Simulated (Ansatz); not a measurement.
# SiH3 (silyl radical) at U-wB97M-V/cc-pVTZ

What is the electronic atomisation energy of SiH3 (silyl radical) at U-wB97M-V/cc-pVTZ? 

The calculation is run with Ansatz 0.2.0.

30 further runs of the same task are left out: 30 set aside as unsound or not needed.

## (1) The structure to begin with

SiH3 has 4 atoms, charge 0, and is taken as a doublet. SMILES: `[SiH3]`. Geometry: relaxed at PBE0-D4/def2-TZVP.

Bond lengths: Si1–H2 1.486 Å, Si1–H3 1.486 Å, Si1–H4 1.486 Å. Angles: H2–Si1–H3 111.2°, H2–Si1–H4 111.2°, H3–Si1–H4 111.2°.

## (2) The energy at U-wB97M-V/cc-pVTZ

input.yaml

```yaml
crystal:
  periodic: [false, false, false]
  atoms:
    - symbol: Si
      position_ang: [0.293780, -0.026900, -0.164030]
    - symbol: H
      position_ang: [0.559150, 0.665300, 1.123900]
    - symbol: H
      position_ang: [-0.224040, -1.401650, 0.060130]
    - symbol: H
      position_ang: [-0.628890, 0.763250, -1.019990]
basis:
  gaussian: {orbitals: cc-pVTZ}
magnetization: {spin_polarized: true, initial_magnetization: 1}
hamiltonian: {xc: {name: wB97M-V}}
accuracy: high
output: {orbitals: {seedname: orbitals}}
```

Launch:

```sh
$ ansatz run input.yaml --threads 1 --pin off --max-ram 3480MiB --events-out events.jsonl --progress --plain --runs-dir runs
```

What it wrote:

```text
Warning: RAYON_NUM_THREADS=1 ignored (pool sized by the plan → 1); use --threads N
Functional definition: wB97M-V
  name "wB97M-V"
  parameter omega = 0.3/bohr
  parameter cx = 0.15
  parameter cx01 = 1.007
  parameter cx10 = 0.259
  parameter css00 = 0.443
  parameter css04 = -1.437
  parameter css10 = -4.535
  parameter css20 = -3.390
  parameter css43 = 4.278
  parameter cos00 = 1.000
  parameter cos10 = 1.358
  parameter cos20 = 2.924
  parameter cos21 = -8.812
  parameter cos60 = -1.390
  parameter cos61 = 9.142
  parameter b = 6.0
  parameter c = 0.01
  gx(w, u) = 1 - cx + cx01*u + cx10*w
  gss(w, u) = css00 + css04*u^4 + css10*w + css20*w^2 + css43*w^4*u^3
  gos(w, u) = cos00 + cos10*w + (cos20 + cos21*u)*w^2 + (cos60 + cos61*u)*w^6
  exchange = spin_sum(e_x_unif_sr(omega)*gx(b97_w, b97_u_x)) + cx*exact_x_sr(omega) + exact_x_lr(omega)
  correlation = spin_sum(e_c_pw_mod_same_spin*gss(b97_w, b97_u_same))
      + integral(e_c_pw_mod_opposite_spin*gos(b97_w_opposite, b97_u_opposite)) + vv10(b, c)
1241 factors; integrals over basis functions are off by at most 3.3e-9 eV
251 factors; integrals over basis functions are off by at most 2.3e-9 eV
mean field evaluation 1: about -7923.7520 eV, gradient 4.6e0 eV
mean field evaluation 2: about -7923.9144 eV, gradient 9.9e-1 eV
mean field evaluation 4: about -7923.9316 eV, gradient 1.0e0 eV
mean field evaluation 8: about -7923.9475 eV, gradient 3.7e-2 eV
mean field evaluation 16: about -7923.9476 eV, gradient 1.8e-5 eV
mean field -7923.94755118 eV, -291.1997014612 hartree, gradient 3.3e-8 eV, S^2 0.751116; 0 other end points of the search recorded, 0 dependent functions left out
reference -7923.94755469 eV, -291.1997015904 hartree; 9, 8 occupied and 67, 68 virtual orbitals, 1241 factors
Total energy: -7923.94755469 eV, -291.1997015904 hartree
```

Wall time 23 s (1 thread of Arm Neoverse V2, shared host); peak memory 0.46 GiB.

## (3) The H atom, same level

job.yaml

```yaml
crystal:
  periodic: [false, false, false]
  atoms:
    - {symbol: H, position_ang: [0.000000, 0.000000, 0.000000]}
basis:
  gaussian:
    orbitals: cc-pVTZ
hamiltonian:
  xc: {name: wB97M-V}
magnetization:
  spin_polarized: true
  initial_magnetization: 1
accuracy: high
```

Run the same way, it converges to -0.49411 Eh (log not shown).

## (4) The Si atom

job.yaml

```yaml
crystal:
  periodic: [false, false, false]
  atoms:
    - symbol: Si
      position_ang: [0.000000, 0.000000, 0.000000]
basis:
  gaussian:
    orbitals: cc-pVTZ
accuracy: high
magnetization:
  spin_polarized: true
  initial_magnetization: 2
hamiltonian:
  xc: {name: wB97M-V}
```

Run the same way, it converges to -289.35714 Eh (log not shown).

## (5) What came out

Level: U-wB97M-V/cc-pVTZ.

```
                                    quantity          value
                      molecule: total energy  -291.19970 Eh
molecule: HOMO energy (highest over α and β)       -8.13 eV
 molecule: LUMO energy (lowest over α and β)       -0.84 eV
                              molecule: ⟨S²⟩          0.751
                        H atom: total energy    -0.49411 Eh
                                H atom: ⟨S²⟩          0.750
                       Si atom: total energy  -289.35714 Eh
                               Si atom: ⟨S²⟩          2.001
               electronic atomisation energy       9.802 eV
```

What this shows: Taking the molecule apart into free atoms costs 9.80 eV (226 kcal/mol), before zero-point energy and without spin-orbit coupling.
